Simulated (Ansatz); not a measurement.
Task: energies of removing a hydrogen of BrGeH₇Si₂, SMILES [SiH3][SiH2][GeH2][Br], with Ansatz 0.2.0 through its Python package. Give the script and its output. Level of theory (for the species named): MP2, cc-pVDZ basis, multiplicity 1.

```xyz
11

Si   -1.8109   -0.4251    0.1782
Si   -0.1145    0.9968   -0.1097
Ge    1.8773   -0.1677    0.0384
Br    1.9047   -1.8450   -1.5749
H    -1.6997   -1.0517    1.5036
H    -3.0840    0.3038    0.0803
H    -1.7538   -1.4638   -0.8610
H    -0.2189    1.6216   -1.4365
H    -0.1576    2.0335    0.9319
H     1.9941   -0.8042    1.4468
H     3.0633    0.8020   -0.1972
```

The script, `run_bde.py`:
```python
"""Cost of removing each kind of hydrogen from BrGeH7Si2, fragments frozen."""

import ansatz as az
from ase import Atoms


def energy(molecule, charge=0, unpaired=0):
    calc = (
        molecule.calculation()
        .basis(gaussian="cc-pVDZ")
        .correlation("MP2")
    )
    if charge:
        calc = calc.charge(charge)
    if unpaired:
        calc = calc.spin("collinear", total=unpaired)
    report = calc.run().report
    if report["published_state_doubts"]:
        print("  doubts:", report["published_state_doubts"])
    return report["free_energy_ev"]

def without(molecule, index):
    rest = az.Crystal.molecule()
    for i, site in enumerate(molecule.cartesian_sites):
        if i != index:
            rest = rest.atom(site.symbol, site.position_ang)
    return rest

atoms = Atoms(["Si", "Si", "Ge", "Br", "H", "H", "H", "H", "H", "H", "H"], positions=[
    (-1.8109, -0.4251, 0.1782),
    (-0.1145, 0.9968, -0.1097),
    (1.8773, -0.1677, 0.0384),
    (1.9047, -1.845, -1.5749),
    (-1.6997, -1.0517, 1.5036),
    (-3.084, 0.3038, 0.0803),
    (-1.7538, -1.4638, -0.861),
    (-0.2189, 1.6216, -1.4365),
    (-0.1576, 2.0335, 0.9319),
    (1.9941, -0.8042, 1.4468),
    (3.0633, 0.802, -0.1972),
])
system = az.Crystal.molecule_from_ase(atoms)

whole = energy(system, 0)
hydrogen = energy(az.Crystal.molecule().atom("H", (0, 0, 0)), 0, 1)
print(f"E(molecule) = {whole:.5f} eV, E(H) = {hydrogen:.5f} eV")
for index in [6, 8, 10]:
    radical = energy(without(system, index), 0, 1)
    print(f"H{index}: homolysis {(radical + hydrogen - whole):.3f} eV")
```

```console
$ python run_bde.py
E(molecule) = -142319.38355 eV, E(H) = -13.58606 eV
H6: homolysis 3.727 eV
H8: homolysis 3.614 eV
H10: homolysis 3.409 eV
```

Notes:
- Total energies depend on the basis set; only differences at equal settings carry meaning.
- The geometry is a force-field or estimated start, not a minimum of this method, and the basis set is short of its limit. All parts are taken at fixed geometry, without zero-point energy.
- The spin-orbit lowering of heavy atoms is left out.
- Run time: 58 s on 1 thread of Intel(R) Xeon(R) Platinum 8259CL CPU @ 2.50GHz (Skylake/Cascade Lake) (shared host), peak memory 0.58 GiB.
